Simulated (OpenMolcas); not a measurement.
# AsH3 (arsine): levels of theory compared

Aim: a comparison of 6 runs (HF/pcseg-1, HF/def2-SVP, B3LYP/6-31G*, PBE0/def2-SVP, r2SCAN/def2-TZVP, CCSD/cc-pVDZ) of AsH3 (arsine). 

The calculation is run with OpenMolcas 26.06.

4 further runs of the same task are left out: 1 that didn't finish, 3 set aside as unsound or not needed.

## 1. The system as given

The species is AsH3 (4 atoms), meant as a singlet with charge 0. As SMILES, `[AsH3]`. Geometry: relaxed at PBE0-D4/def2-TZVP.

Bond lengths: As1–H2 1.522 Å, As1–H3 1.522 Å, As1–H4 1.522 Å. Angles: H2–As1–H3 92.0°, H2–As1–H4 92.0°, H3–As1–H4 92.0°.

## 2. Energy and forces at HF/pcseg-1 (run 1)

input.xyz reads:

```xyz
4

As    -0.215800     0.487600    -0.346000
H      0.349900     0.630300     1.059400
H     -1.068000    -0.705500     0.061100
H      0.933900    -0.412500    -0.774500
```

test.input reads:

```
>>> EXPORT MOLCAS_PRINT=2

&GATEWAY
 BASLIB=$CurrDir
 COORD=input.xyz
 BASIS=pcseg-1
 GROUP=NoSym

&SEWARD

&SCF
 THRESHOLDS=1e-10 1e-07 1e-07 1e-05
 PRORBITALS=1 2

&ALASKA
```

The basis set pcseg-1 is read from a file made from the Basis Set Exchange's data (not shown).

The run is started by

```bash
$ export MOLCAS_MEM=1860
$ pymolcas test.input > test.log
```

Log:

```text
--- Start Module: gateway ---
[...]
--- Stop Module: gateway /rc=_RC_ALL_IS_WELL_ ---
[...]
      Basis functions           42
[...]
--- Start Module: scf ---
[...]
       Convergence after  10 Iterations
[...]
::    Total SCF energy                              -2235.6363180561
[...]
      Total spin, S                                     0.0000000000
[...]
      Total electronic charge=   36.000000
      Total            charge=   -0.000000
[...]
      Dipole Moment (debye):
      Origin of the operator (angstrom)=   -0.2046    0.4624   -0.3281
                   X=  1.6617E-01               Y= -3.7563E-01               Z=  2.6653E-01           Total=  4.8964E-01
      Quadrupole Moment (debye*angstrom):
[...]
--- Stop Module: scf /rc=_RC_ALL_IS_WELL_ ---
--- Start Module: alaska ---
[...]
 *              Molecular gradients               *
 **************************************************
  Irreducible representation: a
 ------------------------------------------------------------------------------------------
                              X                       Y                       Z
 ------------------------------------------------------------------------------------------
  AS1              -4.84782333559330E-03    1.09298870537380E-02   -7.75368117593267E-03
  H2                1.88833407659317E-03   -2.85470274197519E-03    3.52694399812492E-03
  H3                4.80584308680587E-04   -4.17791218007668E-03    2.53127975199208E-03
  H4                2.47890495030934E-03   -3.89727213170188E-03    1.69545742582544E-03
 ------------------------------------------------------------------------------------------
--- Stop Module: alaska /rc=_RC_ALL_IS_WELL_ ---
[...]
```

Run time: 2.2 s. Hardware: 1 thread of Arm Neoverse V2, shared host; peak memory 0.37 GiB.

## 3. Energy and forces at HF/def2-SVP (run 2)

coord.xyz reads:

```xyz
4

As    -0.215800     0.487600    -0.346000
H      0.349900     0.630300     1.059400
H     -1.068000    -0.705500     0.061100
H      0.933900    -0.412500    -0.774500
```

job.input reads:

```
>>> EXPORT MOLCAS_PRINT=2
&gateway
baslib = $CurrDir
coord = coord.xyz
basis = def2-SVP
group = NoSym
&seward
&scf
thresholds = 1e-10 1e-07 1e-07 1e-05
prorbitals = 1 1
&alaska
```

The basis set def2-SVP is read from a file made from the Basis Set Exchange's data (not shown).

The run is started by

```bash
$ export MOLCAS_MEM=1860
$ pymolcas job.input > job.log
```

Log:

```text
--- Start Module: gateway ---
[...]
--- Stop Module: gateway /rc=_RC_ALL_IS_WELL_ ---
[...]
      Basis functions           47
[...]
--- Start Module: scf ---
[...]
       Convergence after  11 Iterations
[...]
::    Total SCF energy                              -2235.6509114035
[...]
      Total spin, S                                     0.0000000000
[...]
      Total electronic charge=   36.000000
      Total            charge=   -0.000000
[...]
      Dipole Moment (debye):
      Origin of the operator (angstrom)=   -0.2046    0.4624   -0.3281
                   X=  1.4294E-01               Y= -3.2313E-01               Z=  2.2927E-01           Total=  4.2120E-01
      Quadrupole Moment (debye*angstrom):
[...]
--- Stop Module: scf /rc=_RC_ALL_IS_WELL_ ---
--- Start Module: alaska ---
[...]
 *              Molecular gradients               *
 **************************************************
  Irreducible representation: a
 ------------------------------------------------------------------------------------------
                              X                       Y                       Z
 ------------------------------------------------------------------------------------------
  AS1              -4.86246050972650E-03    1.09624335741874E-02   -7.77672092889947E-03
  H2                1.88380150238876E-03   -2.89226787640440E-03    3.50285869479627E-03
  H3                5.23763736187455E-04   -4.17038543528836E-03    2.54080220387620E-03
  H4                2.45489527114540E-03   -3.89978026250537E-03    1.73306003023166E-03
 ------------------------------------------------------------------------------------------
--- Stop Module: alaska /rc=_RC_ALL_IS_WELL_ ---
[...]
```

Wall time 2.2 s (1 thread of Arm Neoverse V2, shared host); peak memory 0.38 GiB.

Runs 3 to 4 aren't shown in full; the table further down has their settings and results.

## 4. Energy and forces at r2SCAN/def2-TZVP (run 5)

calc.input reads:

```
&gateway
 baslib
 $CurrDir
 basisset
 As.def2-TZVP....
 As1 -0.215800 0.487600 -0.346000 angstrom
 End of Basis
 basisset
 H.def2-TZVP....
 H2 0.349900 0.630300 1.059400 angstrom
 H3 -1.068000 -0.705500 0.061100 angstrom
 H4 0.933900 -0.412500 -0.774500 angstrom
 End of Basis

&seward
 gridinput
 Grid=UltraFine
 End of Grid

&scf
 ksdft
 2
 1.0 MGGA_X_R2SCAN
 1.0 MGGA_C_R2SCAN
 thresholds
 1e-10 1e-07 1e-07 1e-05
 prorbitals
 1

&alaska
```

The basis set def2-TZVP is read from a file made from the Basis Set Exchange's data (not shown).

The run is started by

```bash
$ export MOLCAS_MEM=1860
$ pymolcas calc.input > calc.log
```

Log:

```text
--- Start Module: gateway ---
[...]
--- Stop Module: gateway /rc=_RC_ALL_IS_WELL_ ---
[...]
      Basis functions           66
[...]
--- Start Module: scf ---
[...]
       Convergence after  12 Iterations
[...]
::    Total KS-DFT energy                           -2237.6490145661
[...]
      Total spin, S                                     0.0000000000
[...]
      Total electronic charge=   36.000000
      Total            charge=   -0.000000
[...]
      Dipole Moment (debye):
      Origin of the operator (angstrom)=   -0.2046    0.4624   -0.3281
                   X=  1.2733E-01               Y= -2.8783E-01               Z=  2.0424E-01           Total=  3.7520E-01
      Quadrupole Moment (debye*angstrom):
[...]
--- Stop Module: scf /rc=_RC_ALL_IS_WELL_ ---
[...]
--- Start Module: alaska ---
[...]
 *              Molecular gradients               *
 **************************************************
  Irreducible representation: a
 ------------------------------------------------------------------------------------------
                              X                       Y                       Z
 ------------------------------------------------------------------------------------------
  AS1               1.08420595925196E-04   -2.47902987426940E-04    1.61518737916921E-04
  H2                1.27603652973374E-04    5.55284979448012E-04    5.12153327095533E-04
  H3               -7.15832445073339E-04   -2.35904328711456E-04   -8.84987998344133E-05
  H4                4.79808196165443E-04   -7.14776633246039E-05   -5.85173265170491E-04
 ------------------------------------------------------------------------------------------
--- Stop Module: alaska /rc=_RC_ALL_IS_WELL_ ---
[...]
```

Run time: 14 s. Hardware: 1 thread of Arm Neoverse V2, shared host; peak memory 0.41 GiB.

## 5. The energy at CCSD/cc-pVDZ (run 6)

geom.xyz reads:

```xyz
4

As    -0.215800     0.487600    -0.346000
H      0.349900     0.630300     1.059400
H     -1.068000    -0.705500     0.061100
H      0.933900    -0.412500    -0.774500
```

job.input reads:

```
* AsH3 CCSD

&GATEWAY
  BasLib=$CurrDir
  Coord=geom.xyz
  Basis=cc-pVDZ
  Group=NoSym

&SEWARD

&SCF
  Thresholds=1e-10 1e-07 1e-07 1e-05
  PrOrbitals=1 2

&RASSCF
  FileOrb=$Project.ScfOrb
  Spin=1
  Nactel=0 0 0
  Inactive=18
  Ras2=0
  OutOrbitals=Canonical
  OrbListing=NoCore

&MOTRA
  JobIph
  Frozen=9

&CCSDT
  CCSD
  Iterations=80
  Accuracy=1e-08
  Extrapolation=5 4
```

The basis set cc-pVDZ is read from a file made from the Basis Set Exchange's data (not shown).

The run is started by

```bash
$ export MOLCAS_MEM=1860
$ pymolcas job.input > job.log
```

Log:

```text
--- Start Module: gateway ---
[...]
--- Stop Module: gateway /rc=_RC_ALL_IS_WELL_ ---
[...]
      Basis functions           42
[...]
       Convergence after  11 Iterations
[...]
::    Total SCF energy                              -2235.8985826741
[...]
      Total spin, S                                     0.0000000000
[...]
      Number of active orbitals                  0
[...]
      Spin quantum number                      0.0
[...]
      Active orbitals                            0
[...]
      Number of CSFs                             1
[...]
      Number of root(s) required                 1
[...]
      Convergence after  4 iterations
[...]
      Natural orbitals and occupation numbers for root  1
      ************************************************************************************************************************
      *                                                    Final results                                                     *
      ************************************************************************************************************************
[...]
::    RASSCF root number  1 Total energy:  -2235.89858267
[...]
      Total electronic charge=   36.000000
      Total            charge=   -0.000000
[...]
      Dipole Moment (debye):
      Origin of the operator (angstrom)=   -0.2046    0.4624   -0.3281
                   X=  1.2582E-01               Y= -2.8445E-01               Z=  2.0183E-01           Total=  3.7078E-01
      Quadrupole Moment (debye*angstrom):
[...]
--- Start Module: motra ---
[...]
      *** WARNING: Default frozen orbitals is overwritten by user input.
      *** Default values:  14
[...]
--- Stop Module: motra /rc=_RC_ALL_IS_WELL_ ---
--- Start Module: ccsdt ---
[...]
      Convergence after                    15  Iterations
      Total energy (diff) :   -2236.06831394       0.00000000
[...]
--- Stop Module: ccsdt /rc=_RC_ALL_IS_WELL_ ---
[...]
```

It took 3.6 s on 1 thread of Arm Neoverse V2, shared host; peak memory 0.38 GiB.

## 6. Overview of the runs

```csv
run,level,Cartesian functions,integration grid,energy (Eh),dipole moment (D) of the reference,HOMO energy (eV),LUMO energy (eV),wall time
1,HF/pcseg-1,no,–,-2235.636318,0.49,-10.41,4.05,2.2 s
2,HF/def2-SVP,no,–,-2235.650911,0.42,-10.36,4.15,2.2 s
3,B3LYP/6-31G* (Cartesian functions),yes,UltraFine,-2237.418969,0.57,-7.54,0.67,5.7 s
4,PBE0/def2-SVP,no,UltraFine,-2237.107381,0.51,-7.76,0.85,6 s
5,r2SCAN/def2-TZVP,no,UltraFine,-2237.649015,0.38,-6.98,0.09,14 s
6,CCSD/cc-pVDZ,no,–,-2236.068314,0.37,-10.35,4.11,3.6 s
```

## 7. Outcome

| quantity | value |
| --- | --- |
| run 6: total energy | -2236.06831 Eh |
| run 6: dipole moment (mean-field density) | 0.37 D |
| run 6: HOMO energy (Hartree–Fock orbitals) | -10.35 eV |
| run 6: LUMO energy (Hartree–Fock orbitals) | 4.11 eV |
| run 6: HOMO–LUMO gap (Hartree–Fock orbitals) | 14.46 eV |
| run 6: correlation energy (9 core orbitals frozen) | -169.7 mEh |

What this shows: Over runs 1, 2, 3, 4, 5 the dipole moment (its size) runs from 0.38 D (r2SCAN/def2-TZVP) to 0.57 D (B3LYP/6-31G*). The two ends differ in method and basis. Over runs 1, 2, 3, 4, 5 the HOMO–LUMO gap runs from 7.06 eV (r2SCAN/def2-TZVP) to 14.51 eV (HF/def2-SVP). Totals of different functionals can't be ranked against each other. All runs together took 34 s, the longest 14 s.
